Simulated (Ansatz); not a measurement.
# TaN: how the settings move a relaxation

Aim: see which settings change the result for TaN, by how much, and at what cost.

Program: Ansatz 0.2.0. Level of theory: reference: DFT, r2SCAN, PAW with Ansatz's default frozen-core files, scalar-relativistic; relaxation of cell and atoms. These are calculated values, not measurements.

1 further run of the same task is left out (it didn't finish). Runs told in other sessions of the task aren't counted.

### Step 1. The starting structure

Symmetry: P-6m2, No. 187, hexagonal system. Conventional cell: a = 2.938 Å, b = 2.938 Å, c = 2.883 Å, α = 90.00°, β = 90.00°, γ = 120.00°. Around Ta (site symmetry -6m2) lie 6 N at 2.23 Å. N (site symmetry -6m2) is surrounded by 6 Ta at 2.23 Å.

Coordinates:

```
Ta N
1.0
     2.93800    0.00000    0.00000
    -1.46900    2.54438    0.00000
     0.00000    0.00000    2.88300
Ta N
1 1
Direct
  0.00000 0.00000 0.50000
  0.66667 0.33333 0.00000
```

### Step 2. Baseline

The input, input.yaml:

```yaml
crystal:
  lattice:
    - [2.93799999999, 0.0, 0.0]
    - [-1.469, 2.54438263631, 0.0]
    - [0.0, 0.0, 2.883]
  atoms:
    - { symbol: Ta, position: [0.0, 0.0, 0.5] }
    - { symbol: "N", position: [0.666666666667, 0.333333333333, 0.0] }
kpoints:
  mp_grid: { grid: [18, 18, 16] }
scf:
  occupations: { method: fermi_dirac, width: 0.1 }
hamiltonian:
  xc: r2scan
  pseudopotentials: { kind: paw }
relax:
  f_tol: 0.002
  max_steps: 80
  cell: {}
output:
  forces: true
  stress: true
```

Command:

```console
$ ansatz run input.yaml --threads 1 --pin off --max-ram 2560MiB --backend cpu --events-out ev --progress --plain --runs-dir out
```

### Step 3. Variant: ecutrho_ratio 8

Changes to input.yaml since step 2:

```diff
@@ -22 +22,3 @@
   stress: true
+basis:
+  ecutrho_ratio: 8
```

**Question.** What will these runs give? Wanted: for each run, ending; energy change; pressure; gap; force.

**Answer**, as computed:

| run | ending | energy change | pressure (GPa) | gap (eV) | force (eV/Å) | cycles | time |
| --- | --- | --- | --- | --- | --- | --- | --- |
| reference | converged | 0 | 0.0 | 0.00 | 0.00 | 23 | 63 s |
| 1: ecutrho_ratio 8 | converged | 0.0 meV/atom | 0.0 | 0.00 | 0.00 | 23 | 62 s |

What this shows: Changing the numerical grids leaves the energy as it was (0.0 meV/atom).
